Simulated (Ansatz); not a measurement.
**CH₅NSSi: small, medium and large basis sets**

The task here is to estimate one member of a computed series from the others.

Program: Ansatz 0.2.0, Gaussian basis. Level of theory: one geometry, several basis sets. These are calculated values, not measurements.

Levels to be run: PBE0-D4/def2-SVP; ωB97M-V/def2-SVP; PBE0-D4/def2-QZVPP; ωB97M-V/def2-QZVPP; the functionals' def2-TZVPP values are taken from earlier runs.

### Structure used throughout

All runs share one geometry, relaxed beforehand with PBE0-D4 in a triple-zeta def2 set.

SMILES `S[SiH]1CN1`, 9 atoms, charge 0, spin multiplicity 1.

Atoms are counted from 1 here; the program's logs count them from 0.

Bond lengths: S1–Si2 2.115 Å, S1–H5 1.344 Å, Si2–C3 1.826 Å, Si2–N4 1.701 Å, Si2–H6 1.479 Å, C3–N4 1.504 Å, C3–H7 1.088 Å, C3–H8 1.091 Å, N4–H9 1.008 Å. Angles: Si2–S1–H5 93.1°, S1–Si2–C3 128.1°, S1–Si2–N4 119.2°, S1–Si2–H6 107.2°, C3–Si2–N4 50.3°, C3–Si2–H6 119.7°, N4–Si2–H6 122.6°, Si2–C3–N4 60.6°, Si2–C3–H7 124.3°, Si2–C3–H8 117.9°, N4–C3–H7 114.1°, N4–C3–H8 117.0°, H7–C3–H8 112.6°, Si2–N4–C3 69.1°, Si2–N4–H9 131.1°, C3–N4–H9 118.6°.

As a file:

```
S    -0.5956    1.1933   -2.1368
Si    0.3442    0.6639   -0.3175
C     0.4222   -0.9796    0.4733
N    -0.5967    0.0204    0.9457
H    -1.5347    0.2390   -2.0152
H     1.4295    1.6410   -0.0846
H    -0.0070   -1.8848    0.0496
H     1.2593   -1.1858    1.1412
H    -0.6325    0.2462    1.9271
```

Set-up of the first run:

in.yaml reads:

```yaml
crystal:
  periodic: [false, false, false]
  atoms:
    - {symbol: S, position_ang: [-0.595647, 1.193278, -2.136825]}
    - {symbol: Si, position_ang: [0.344225, 0.663880, -0.317458]}
    - {symbol: C, position_ang: [0.422223, -0.979599, 0.473334]}
    - {symbol: N, position_ang: [-0.596681, 0.020386, 0.945674]}
    - {symbol: H, position_ang: [-1.534749, 0.239024, -2.015207]}
    - {symbol: H, position_ang: [1.429452, 1.641030, -0.084594]}
    - {symbol: H, position_ang: [-0.007047, -1.884838, 0.049576]}
    - {symbol: H, position_ang: [1.259257, -1.185797, 1.141218]}
    - {symbol: H, position_ang: [-0.632532, 0.246234, 1.927083]}
basis:
  gaussian: {orbitals: def2-SVP}
hamiltonian: {xc: pbe0, dispersion: d4}
output: {orbitals: {seedname: orbitals}}
```

The run is started by

```
ansatz run in.yaml --threads 2 --pin off --events-out ev --progress --plain --max-ram 4352MiB
```

Among the steps run: PBE0-D4 in def2-SVP; ωB97M-V in def2-SVP; PBE0-D4 in def2-QZVPP; ωB97M-V in def2-QZVPP.

One of the session's tables, all rows but one given; the rest of the session is left out.

It belongs to the step «Functionals by basis». 

```
functional       basis  HOMO (eV)  LUMO (eV)
   PBE0-D4    def2-SVP          ?          ?
   PBE0-D4  def2-TZVPP      -6.84       0.25
   PBE0-D4  def2-QZVPP      -6.88       0.09
   ωB97M-V    def2-SVP      -8.91       2.67
   ωB97M-V  def2-TZVPP      -9.06       1.96
   ωB97M-V  def2-QZVPP      -9.10       1.60
```

Q: Estimate the row for PBE0-D4, def2-SVP from the others.

As computed: HOMO (eV): -6.72; LUMO (eV): 0.76. In the column «HOMO (eV)» it is the highest.
